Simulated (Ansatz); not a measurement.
**C2H3BOSe: one species, many methods**

Aim: compute C2H3BOSe with functionals from several rungs and with coupled cluster. The yardstick is the atomisation energy at the CCSD(T) limit.

Method: functionals in def2-TZVPP, the program's frozen cores in correlated methods; program: Ansatz 0.2.0, Gaussian basis.

Levels to be run: PBE-D4, r2SCAN-D4, PBE0-D4, B3LYP-D4, ωB97X-V, ωB97M-V, B2PLYP; CCSD(T)/def2-TZVPP; MP2/def2-QZVPP; extrapolation to the limit.

## 1. The relaxed structure

An earlier PBE0-D4 in a triple-zeta def2 set relaxation fixed the geometry.

8 atoms, charge 0, spin multiplicity 1.

Atoms are counted from 1 here; the program's logs count them from 0.

Bond lengths: B1–O2 1.354 Å, B1–H6 1.197 Å, B1–H7 1.193 Å, O2–C3 1.370 Å, C3–C4 1.311 Å, C3–H8 1.084 Å, C4–Se5 1.692 Å. Angles: O2–B1–H6 120.4°, O2–B1–H7 115.5°, H6–B1–H7 124.1°, B1–O2–C3 124.1°, O2–C3–C4 125.4°, O2–C3–H8 114.3°, C4–C3–H8 120.3°, C3–C4–Se5 178.6°.

## 2. PBE-D4 (GGA)

Input file in.yaml:

```yaml
crystal:
  periodic: [false, false, false]
  atoms:
    - {symbol: B, position_ang: [1.089597, 0.054618, 1.024071]}
    - {symbol: O, position_ang: [0.290831, -0.904389, 0.499099]}
    - {symbol: C, position_ang: [-0.767403, -0.651753, -0.334311]}
    - {symbol: C, position_ang: [-0.848395, 0.348185, -1.178030]}
    - {symbol: Se, position_ang: [-0.970427, 1.613264, -2.294632]}
    - {symbol: H, position_ang: [0.860160, 1.212023, 0.822817]}
    - {symbol: H, position_ang: [1.999818, -0.341322, 1.686487]}
    - {symbol: H, position_ang: [-1.561879, -1.387725, -0.281202]}
basis:
  gaussian: {orbitals: def2-TZVPP}
hamiltonian: {xc: pbe, dispersion: d4}
output: {forces: true, orbitals: {seedname: orbitals}}
```

Started as:

```bash
$ ansatz run in.yaml --threads 4 --pin off --events-out ev --progress --plain --max-ram 10444MiB
```

The runs that follow: r2SCAN-D4 (meta-GGA); PBE0-D4 (hybrid); B3LYP-D4 (hybrid); ωB97X-V (range-separated); ωB97M-V (range-separated); B2PLYP (double hybrid); CCSD(T) in def2-TZVPP; MP2 in def2-QZVPP.

Q: Predict the results of all the runs planned. Wanted: atomisation energy, CCSD(T)/CBS; farthest; mean size of error, hybrid; mean size of error, range-separated; gap, smallest and largest; T1 diagnostic; triples share of the correlation energy.

As calculated:

| quantity | value |
| --- | --- |
| atomisation energy, CCSD(T)/CBS | 3148.8 kJ/mol |
| functionals within 31.5 kJ/mol (1.0 %) | B3LYP-D4, ωB97X-V, ωB97M-V, B2PLYP |
| farthest | PBE-D4 (+146.0 kJ/mol) |
| mean size of error, hybrid | 27.6 kJ/mol |
| mean size of error, range-separated | 4.0 kJ/mol |
| gap, smallest and largest | 1.48 eV (PBE-D4), 7.67 eV (ωB97X-V) |
| T1 diagnostic | 0.0173 |
| triples share of the correlation energy | 4.6 % |

What this shows: PBE-D4 misses by +146.0 kJ/mol. Double hybrids carry the basis error of their MP2 part in triple zeta, and no dispersion term here, so their miss is partly the set-up's. Misses under about 31.5 kJ/mol are within the doubt on the reference itself, which lacks core-valence correlation, relativity and higher excitations, and its outer-core shells are covered unevenly. All levels share the lack of spin-orbit coupling, which lowers the free heavy atoms and so the true binding. Hartree-Fock recovers 69 % of the binding; the rest is correlation. Orbital gaps span 1.5 to 7.7 eV; exact exchange widens them. The restricted reference is unstable towards a spin-broken one. Correlated methods include outer-core shells of Se, which these sets cover unevenly.
